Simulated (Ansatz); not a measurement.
# AsH8NSi2: the cost of one run

Computed with Ansatz 0.2.0, driven from Python. The levels of theory stand in the script.

## (1) The structure

Bond lengths: N1–Si2 1.749 Å, Si2–Si3 2.202 Å, Si2–As4 2.327 Å, N1–H5 1.017 Å, N1–H6 1.112 Å, Si2–H7 1.446 Å, Si3–H8 1.465 Å, Si3–H9 1.525 Å, Si3–H10 1.487 Å, As4–H11 1.543 Å, As4–H12 1.513 Å. Angles (14 of 18 angles, heavy atoms first): N1–Si2–Si3 107.9°, N1–Si2–As4 110.2°, Si3–Si2–As4 107.6°, N1–Si2–H7 110.7°, Si3–Si2–H7 108.6°, As4–Si2–H7 111.7°, Si2–N1–H5 109.7°, Si2–N1–H6 106.9°, Si2–Si3–H8 112.0°, Si2–Si3–H9 110.4°, Si2–Si3–H10 110.6°, Si2–As4–H11 91.3°, Si2–As4–H12 93.1°, H5–N1–H6 103.3°.

The script holds or builds the structure itself.

## (2) The code

The input, methods.py:

```python
"""AsH8NSi2 at several levels of theory."""

import ansatz as az
from ase import Atoms

BASIS = "def2-SVP"

atoms = Atoms(["N", "Si", "Si", "As", "H", "H", "H", "H", "H", "H", "H", "H"], positions=[
    [-0.89, 1.593, 0.7251],
    [-0.7059, -0.0018, 0.0313],
    [1.1928, -0.8415, 0.7641],
    [-0.5645, 0.1399, -2.2872],
    [-1.0179, 1.517, 1.7307],
    [-1.8673, 1.9893, 0.3719],
    [-1.7852, -0.8679, 0.4501],
    [1.4564, -2.1703, 0.2077],
    [1.1933, -0.9042, 2.2879],
    [2.334, 0.0304, 0.3801],
    [-0.0741, -1.3199, -2.3817],
    [0.8055, 0.7811, -2.246],
])
mol = az.Crystal.molecule_from_ase(atoms)

base = mol.calculation().basis(gaussian=BASIS)

methods = ["mp2", "ccsd", "ccsd_t"]
reports = [base.correlation(m).run(threads=1, pin="off").report for m in methods]
print(f"Hartree-Fock reference {reports[0]['reference_energy_ev'] / 27.211386246:.6f} Ha")
best = reports[-1]["free_energy_ev"] - reports[-1]["reference_energy_ev"]
for method, each in zip(methods, reports):
    gained = each["free_energy_ev"] - each["reference_energy_ev"]
    print(f"{method:8s} total {each['free_energy_ev'] / 27.211386246:.6f} Ha  correlation {gained:9.4f} eV  ({100 * gained / best:.1f} % of the last)")
```

## (3) What the engine is handed

The package turns the script's settings into the engine's input (first run):

```yaml
crystal:
  periodic: [false, false, false]
  atoms:
    - { symbol: "N", position_ang: [-0.89, 1.593, 0.7251] }
    - { symbol: Si, position_ang: [-0.7059, -0.0018, 0.0313] }
    - { symbol: Si, position_ang: [1.1928, -0.8415, 0.7641] }
    - { symbol: As, position_ang: [-0.5645, 0.1399, -2.2872] }
    - { symbol: H, position_ang: [-1.0179, 1.517, 1.7307] }
    - { symbol: H, position_ang: [-1.8673, 1.9893, 0.3719] }
    - { symbol: H, position_ang: [-1.7852, -0.8679, 0.4501] }
    - { symbol: H, position_ang: [1.4564, -2.1703, 0.2077] }
    - { symbol: H, position_ang: [1.1933, -0.9042, 2.2879] }
    - { symbol: H, position_ang: [2.334, 0.0304, 0.3801] }
    - { symbol: H, position_ang: [-0.0741, -1.3199, -2.3817] }
    - { symbol: H, position_ang: [0.8055, 0.7811, -2.246] }
basis:
  gaussian:
    orbitals: def2-SVP
correlation:
  method: mp2
```

## (4) Launch

On the command line:

```bash
$ python methods.py
```

What time and memory should one allow on 1 thread of Arm Neoverse V2, shared host?

About 59 s, with a peak of 0.69 GiB.
